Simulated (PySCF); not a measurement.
**C₇H₃F₃: electronic excitations**

Wanted: the electronic excitations of C₇H₃F₃ (`C#C/C=C(\F)C#CC(F)F`), by calculation.

The runs use PySCF 2.14.0, with density-fitted response routines of our own; the level of theory stands in each step. All values are computed, except where a source is named. Atoms are numbered from 0 throughout.

## (1) The molecule as given

13 atoms, charge 0, multiplicity 1; geometry from: GFN2-xTB.

Bonds of the start (Å): C0–C1 1.20, C1–C2 1.40, C2–C3 1.34, C3–F4 1.35, C3–C5 1.41, C5–C6 1.20, C6–C7 1.45, C7–F8 1.36, C7–F9 1.36, C0–H10 1.05, C2–H11 1.08, C7–H12 1.10.

## (2) Ultraviolet spectrum: wB97X-D/def2-SVPD

Job settings and geometry (Å):

```
{"job": {"kind": "uv", "xc": "wB97X-D", "basis": "def2-SVPD", "nstates": 8, "ntriplets": 3}, "charge": 0, "multiplicity": 1}
C     -2.257108    -2.394616    -2.341120
C     -1.787296    -1.630434    -1.540819
C     -1.236993    -0.741573    -0.606727
C      0.079104    -0.635334    -0.361860
F      0.978428    -1.398135    -1.015565
C      0.626080     0.259944     0.578123
C      1.162037     0.998173     1.364625
C      1.693360     1.931454     2.342240
F      1.354481     3.209402     2.033551
F      1.182575     1.690316     3.576887
H     -2.674064    -3.057331    -3.039222
H     -1.918778    -0.109663    -0.056211
H      2.793787     1.878283     2.412595
```

Level: TDDFT wB97X-D/def2-SVPD, vertical, gas phase, core orbitals frozen in the response.

Run with:

```sh
$ OMP_NUM_THREADS=1 python probes_run.py task.json out
```

This one command runs all jobs of the session in turn.

What will the session give for the following? lowest singlet (wB97X-D/def2-SVPD); lowest triplet; surface potential, 1st and 99th percentile. Wanted: lowest singlet; lowest triplet; surface potential, 1st and 99th percentile.

**Answer**, as computed:

| quantity | value |
| --- | --- |
| lowest singlet (wB97X-D/def2-SVPD) | 4.83 eV (257 nm), f = 0.665 |
| lowest triplet | 2.82 eV |
| surface potential, 1st and 99th percentile | -0.67 V and 1.65 V |

What this shows: The lowest singlet, at 4.83 eV, is HOMO→LUMO 0.92 and is bright. The lowest triplet lies 2.02 eV below the lowest singlet (triplets in Tamm-Dancoff, singlets in full TDDFT). By nearest atom (wB97X-D/def2-SVPD), the HOMO sits on C0, C3 about 20 % each; C2, C6 about 16 % each and the LUMO on C2, C3, C6 about 18 % each; C0, C5 about 12 % each.
